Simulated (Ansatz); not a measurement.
# GeNH3+ (quartet): the correlation ladder, cc-pVDZ

How much of the correlation energy of GeNH3+ (quartet) does each wave-function method recover here?

The runs use Ansatz 0.2.0, Gaussian basis; cc-pVDZ, core rule «outside noble gas», up to 15 orbitals frozen.

The runs, in order: UHF; CCSD(T) on ROHF; CCSD(T) on UHF; BCCD(T) on ROHF; CISD; CCSDT(Q) on ROHF; CCSDT(Q) on UHF; CASSCF and MRCISD+Q, 11 electrons in 11 orbitals; CASSCF and NEVPT2, 11 electrons in 11 orbitals.

28 further runs of the same task are left out: 15 that didn't finish, 13 set aside as unsound or not needed.

### 1 The system

The geometry is a PBE0/def2-TZVP stationary point (not a proven minimum) of the parent state, kept for this charge and spin. No spin-orbit coupling is included. The filled d shell of Ge may be among the frozen orbitals whatever the setting's name suggests; the logs give the count.

5 atoms, charge 1, spin multiplicity 4.

Atoms are counted from 1 here; the program's logs count them from 0.

Bond lengths: Ge1–N2 1.894 Å, Ge1–H3 1.537 Å, Ge1–H4 1.537 Å, Ge1–H5 1.537 Å. Angles: N2–Ge1–H3 108.2°, N2–Ge1–H4 108.2°, N2–Ge1–H5 108.2°, H3–Ge1–H4 110.7°, H3–Ge1–H5 110.7°, H4–Ge1–H5 110.7°.

### 2 UHF

in.yaml

```yaml
crystal:
  periodic: [false, false, false]
  atoms:
    - {symbol: Ge, position_ang: [-0.279676, -0.002127, 0.000875]}
    - {symbol: N, position_ang: [1.614684, 0.012278, -0.005052]}
    - {symbol: H, position_ang: [-0.771963, 1.453501, 0.003931]}
    - {symbol: H, position_ang: [-0.751362, -0.736741, 1.265415]}
    - {symbol: H, position_ang: [-0.759290, -0.734117, -1.262204]}
basis:
  gaussian: {orbitals: cc-pVDZ}
total_charge: 1
magnetization: {spin_polarized: true, initial_magnetization: 3}
hamiltonian: {xc: hf}
output: {orbitals: {seedname: orbitals}}
```

The run is started by

```
$ ansatz run in.yaml --threads 1 --pin off --events-out ev --progress --plain --max-ram 2393MiB
```

After this run come: CCSD(T) on ROHF; CCSD(T) on UHF; BCCD(T) on ROHF; CISD; CCSDT(Q) on ROHF; CCSDT(Q) on UHF; CASSCF and MRCISD+Q, 11 electrons in 11 orbitals; CASSCF and NEVPT2, 11 electrons in 11 orbitals.

Q: Predict the results of all the runs planned. Wanted: UCCSDT(Q) below the RHF energy; RMP2 from UCCSDT(Q); UMP2 from UCCSDT(Q); RCCSD from UCCSDT(Q); RCCSD(T) from UCCSDT(Q); UCCSD(T) from UCCSDT(Q); RCCSDT(Q) from UCCSDT(Q); NEVPT2 valence from UCCSDT(Q); MRCISD+Q valence from UCCSDT(Q).

The runs gave:

```
                         quantity                                                                     value
   UCCSDT(Q) below the RHF energy                                                                -5.7443 eV
              RMP2 from UCCSDT(Q)                                                               +1298.4 meV
              UMP2 from UCCSDT(Q)                                                               +1263.1 meV
             RCCSD from UCCSDT(Q)                                                                +146.1 meV
          RCCSD(T) from UCCSDT(Q)                                                                 +35.5 meV
          UCCSD(T) from UCCSDT(Q)                                                                 +33.6 meV
         RCCSDT(Q) from UCCSDT(Q)                                                                  +3.0 meV
    NEVPT2 valence from UCCSDT(Q)                                                                +953.3 meV
  MRCISD+Q valence from UCCSDT(Q)                                                                 +42.5 meV
levels within 1 kcal/mol (43 meV)  RCCSD(T), UCCSD(T), BCCD(T), RCCSDT, UCCSDT, RCCSDT(Q), MRCISD+Q valence
                    T1 diagnostic                                                                     0.029
   effectively unpaired electrons                                                                      3.02
```

RCCSD(T) lands +35.5 meV from the yardstick (0.6 % of the correlation energy). One determinant dominates. Of the multireference levels listed MRCISD+Q valence comes nearest in total energy (+42.5 meV), which doesn't show that its space is the better one. These misses are within one basis, not against nature; the frozen cores of restricted and unrestricted runs differ, which can shift their rows.
